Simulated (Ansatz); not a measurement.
# BH6NSn: one species, many methods

The task here is to estimate one member of a computed series from the others.

Method: functionals in def2-TZVPP, the program's frozen cores in correlated methods; program: Ansatz 0.2.0, Gaussian basis.

The runs, in order: LDA (SPW92), PBE-D4, revPBE-D4, BLYP-D4, r2SCAN-D4, B97M-V, PBE0-D4, B3LYP-D4, r2SCANh-D4, r2SCAN0-D4, HSE06-D4, BHLYP-D4, CAM-B3LYP-D4, LC-ωPBE, ωB97X-V, ωB97M-V, B2PLYP, PBE-QIDH; CCSD(T)/def2-SVP; CCSD(T)/def2-TZVPP; MP2/def2-QZVPP; extrapolation to the limit; RPA on PBE.

## The geometry

The geometry comes from an earlier relaxation with PBE0-D4 in a triple-zeta def2 set; it is a stationary point, not always the lowest conformer. Sn takes the def2 core potential; no spin-orbit term is included.

9 atoms, charge 0, spin multiplicity 1.

Atoms are counted from 1 here; the program's logs count them from 0.

Bond lengths: N1–B2 1.383 Å, N1–H4 1.008 Å, N1–H5 1.007 Å, B2–Sn3 2.249 Å, B2–H6 1.197 Å, Sn3–H7 1.712 Å, Sn3–H8 1.712 Å, Sn3–H9 1.719 Å. Angles: B2–N1–H4 122.8°, B2–N1–H5 124.0°, H4–N1–H5 113.2°, N1–B2–Sn3 120.1°, N1–B2–H6 118.1°, Sn3–B2–H6 121.8°, B2–Sn3–H7 112.9°, B2–Sn3–H8 112.8°, B2–Sn3–H9 111.2°, H7–Sn3–H8 106.4°, H7–Sn3–H9 106.6°, H8–Sn3–H9 106.6°.

Set-up of the first run:

in.yaml reads:

```yaml
crystal:
  periodic: [false, false, false]
  atoms:
    - {symbol: N, position_ang: [-0.620008, 1.189066, -1.100410]}
    - {symbol: B, position_ang: [0.313369, 0.194803, -0.868360]}
    - {symbol: Sn, position_ang: [0.324661, -0.905113, 1.093672]}
    - {symbol: H, position_ang: [-0.661808, 1.706994, -1.964178]}
    - {symbol: H, position_ang: [-1.320916, 1.469830, -0.434569]}
    - {symbol: H, position_ang: [1.100231, -0.054074, -1.735472]}
    - {symbol: H, position_ang: [1.805531, -0.745185, 1.936838]}
    - {symbol: H, position_ang: [0.051704, -2.585265, 0.913568]}
    - {symbol: H, position_ang: [-0.904264, -0.317557, 2.141911]}
basis:
  gaussian: {orbitals: def2-TZVPP}
hamiltonian: {xc: lda}
output: {orbitals: {seedname: orbitals}}
```

Launch:

```sh
ansatz run in.yaml --threads 2 --pin off --events-out ev --progress --plain --max-ram 4352MiB
```

Steps of the session up to this table: LDA; PBE-D4 (GGA); revPBE-D4 (GGA); BLYP-D4 (GGA); r2SCAN-D4 (meta-GGA); B97M-V (meta-GGA); B3LYP-D4 (hybrid); r2SCANh-D4 (hybrid); r2SCAN0-D4 (hybrid); HSE06-D4 (hybrid); BHLYP-D4 (hybrid); CAM-B3LYP-D4 (range-separated); LC-ωPBE (range-separated); ωB97X-V (range-separated); ωB97M-V (range-separated); B2PLYP (double hybrid); PBE-QIDH (double hybrid).

One of the session's tables, all rows but one given; the rest of the session is left out.

It belongs to the step «Frontier levels by functional». 

| functional | HOMO (eV) | gap (eV) |
| --- | --- | --- |
| LDA (SPW92) | -6.47 | 4.73 |
| PBE-D4 | -6.37 | 4.83 |
| revPBE-D4 | -6.33 | 4.88 |
| BLYP-D4 | -6.26 | 4.87 |
| r2SCAN-D4 | -6.61 | 5.33 |
| B97M-V | -6.69 | 5.34 |
| PBE0-D4 | -7.50 | 6.87 |
| B3LYP-D4 | ? | ? |
| r2SCANh-D4 | -7.02 | 6.07 |
| r2SCAN0-D4 | -7.65 | 7.17 |
| HSE06-D4 | -7.10 | 6.10 |
| BHLYP-D4 | -8.54 | 8.88 |
| CAM-B3LYP-D4 | -8.80 | 9.26 |
| LC-ωPBE | -10.11 | 11.68 |
| ωB97X-V | -9.78 | 11.24 |
| ωB97M-V | -9.60 | 10.84 |

Estimate the missing values for B3LYP-D4.

Worked estimate for «HOMO (eV)». Against the share of exact exchange, BLYP-D4 (0, -6.26), BHLYP-D4 (0.5, -8.54) give a slope of -4.56 per unit share; at 0.2 the line stands at -7.17.

The run gave: HOMO (eV): -7.32; gap (eV): 6.49. In «HOMO (eV)» the line misses by +0.15.
